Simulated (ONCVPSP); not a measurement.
# Manganese: generating and testing an ONCV potential

Do these settings give a usable potential? It is generated, then checked for transferability, scattering, ghosts and hardness.

The numbers are computed with ONCVPSP 4.0.1 (PBE, scalar-relativistic, spin-unpolarised reference atom).

## (1) Starting point

The settings as typed:

| Quantity | Value |
| --- | --- |
| element | manganese (Mn, Z = 25) |
| type | optimised norm-conserving Vanderbilt (ONCV) |
| frozen core | [Ne] |
| valence charge | 15 |
| reference configuration | 3s2 3p6 3d4 (charge +3) |
| partial waves | 3s: rc 1.20 bohr, ncon 4, nbas 8, qcut 8.9 1/bohr, 2 projectors, debl 1.1 Ha; 3p: rc 1.40 bohr, ncon 4, nbas 7, qcut 7.8 1/bohr, 2 projectors, debl 1.4 Ha; 3d: rc 1.95 bohr, ncon 3, nbas 8, qcut 8.7 1/bohr, 2 projectors, debl 0.6 Ha |
| local potential | polynomial inside 1.10 bohr (lpopt 3, dvloc0 4 Ha) |
| core correction | Teter function, fcfact 2.5, rcfact 1.45 |

The outer shells as boxes (Hund's rule for the drawing; the calculation is spin-unpolarised):

```
[Ne] core
3s [↑↓]
3p [↑↓][↑↓][↑↓]
3d [↑ ][↑ ][↑ ][↑ ][  ]
```

An earlier all-electron run gives the scale for the radii.

All-electron outer shells of the reference configuration (PBE, scalar-relativistic, ld1.x):

```
shell  level (eV)  outermost node (bohr)  outermost maximum (bohr)
   3s     -121.83                   0.34                      0.74
   3p      -90.29                   0.31                      0.75
   3d      -41.20                      –                      0.75
   4s      -30.17                   1.02                      2.10
   4p      -23.42                   1.10                      2.38
```

## (2) Generating the potential

Mn.dat

```
# ATOM AND REFERENCE CONFIGURATION
# atsym  z   nc   nv     iexc    psfile
  Mn 25.00    3    3        4      upf
#
#   n    l    f
    1    0    2.00
    2    0    2.00
    2    1    6.00
    3    0    2.00
    3    1    6.00
    3    2    4.00
#
# PSEUDOPOTENTIAL AND OPTIMIZATION
# lmax
    2
#
#   l,   rc,      ep,       ncon, nbas, qcut
    0    1.20    0.00    4    8    8.90
    1    1.40    0.00    4    7    7.80
    2    1.95    0.00    3    8    8.70
#
# LOCAL POTENTIAL
# lloc, lpopt,  rc(5),   dvloc0
    4    3    1.10    4.00
#
# VANDERBILT-KLEINMAN-BYLANDER PROJECTORs
# l, nproj, debl
    0    2    1.10
    1    2    1.40
    2    2    0.60
#
# MODEL CORE CHARGE
# icmod, fcfact, rcfact
    3    2.50    1.45
#
# LOG DERIVATIVE ANALYSIS
# epsh1, epsh2, depsh
   -6.00    5.00    0.04
#
# OUTPUT GRID
# rlmax, drl
    6.00    0.01
#
# TEST CONFIGURATIONS
# ncnf
    4
# nvcnf
#   n    l    f
    4
    3    0    2.00
    3    1    6.00
    3    2    5.00
    4    0    2.00
#
    4
    3    0    2.00
    3    1    6.00
    3    2    5.00
    4    0    1.00
#
    3
    3    0    2.00
    3    1    6.00
    3    2    5.00
#
    4
    3    0    2.00
    3    1    6.00
    3    2    5.00
    4    1    1.00
#
```

On the command line:

```sh
$ oncvpsp.x < Mn.dat > Mn.out
```

**Question.** What will these runs give? Wanted: cutoffs for 1 and 0.1 mHa per electron, occupied waves; bound ghosts; GHOST(+) flags; largest test error; largest phase difference near zero energy, channels read; rms error of d²Exc/dn², without and with the model core; projector energies reset by the program.

As calculated:

| quantity | value |
| --- | --- |
| cutoffs for 1 and 0.1 mHa per electron, occupied waves | 32 Ha and 38 Ha |
| bound ghosts | none found |
| GHOST(+) flags | none at low energy |
| largest test error (AE − PS) | +195 meV, for 3s2 3p6 3d5 |
| largest phase difference near zero energy, channels read | 0.001 rad |
| rms error of d²Exc/dn², without and with the model core | 2.52 and 1.67 mHa |
| projector energies reset by the program | s: -4.477, 0.250 Ha; p: -3.318, 0.250 Ha; d: -1.514, 0.250 Ha |

In words: The worst unpolarised test, 3s2 3p6 3d5, is off by 195 meV on 32.5 eV; by total energies transferability rates as poor. By its cutoff, 32 Ha for the looser tolerance, it is of middling hardness. At the looser tolerance the 3s wave is the slowest; 3d needs 28 Ha. The program's ghost test flags no bound state. Near zero energy the phases of the channels with partial waves agree within 0.001 rad. These are tests on the free atom; a crystal test is still owed.
